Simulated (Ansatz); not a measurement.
# CH3AlF2O: the cost of one run

Method: revPBE/def2-SVP with D4 dispersion; program: Ansatz 0.2.0, Gaussian basis.

## Step 1: Structure used throughout

The geometry comes from an earlier relaxation with PBE0-D4 in a triple-zeta def2 set; it is a stationary point, not always the lowest conformer.

SMILES `O[C](F)(F)[AlH2]`, 8 atoms, charge 0, spin multiplicity 1.

Atoms are counted from 1 here; the program's logs count them from 0.

Bond lengths: O1–C2 1.360 Å, O1–H6 0.969 Å, C2–F3 1.376 Å, C2–F4 1.377 Å, C2–Al5 2.021 Å, Al5–H7 1.579 Å, Al5–H8 1.579 Å. Angles: C2–O1–H6 109.4°, O1–C2–F3 109.2°, O1–C2–F4 109.2°, O1–C2–Al5 108.1°, F3–C2–F4 103.6°, F3–C2–Al5 113.3°, F4–C2–Al5 113.3°, C2–Al5–H7 117.9°, C2–Al5–H8 117.9°, H7–Al5–H8 124.3°.

## Step 2: The run

in.yaml

```yaml
crystal:
  periodic: [false, false, false]
  atoms:
    - {symbol: O, position_ang: [-0.296307, 1.197512, 0.848137]}
    - {symbol: C, position_ang: [0.437224, 0.147772, 0.390062]}
    - {symbol: F, position_ang: [0.750332, -0.681011, 1.443520]}
    - {symbol: F, position_ang: [1.663715, 0.603458, -0.037644]}
    - {symbol: Al, position_ang: [-0.623252, -0.772807, -1.062785]}
    - {symbol: H, position_ang: [0.195380, 1.653864, 1.547917]}
    - {symbol: H, position_ang: [-0.432295, -0.269785, -2.547225]}
    - {symbol: H, position_ang: [-1.602596, -1.936102, -0.637683]}
basis:
  gaussian: {orbitals: def2-SVP}
hamiltonian: {xc: {name: revPBE}, dispersion: d4}
md: {timestep: 1 fs, n_steps: 50, ensemble: nvt_nose_hoover, temperature: 700, initial_velocities: maxwell_boltzmann, seed: 310}
```

On the command line:

```bash
$ ansatz run in.yaml --threads 2 --pin off --events-out ev --progress --plain --max-ram 4352MiB
```

What time and memory should one allow on 2 threads of Arm Neoverse V1, shared host?

About 68 s, with a peak of 0.39 GiB.
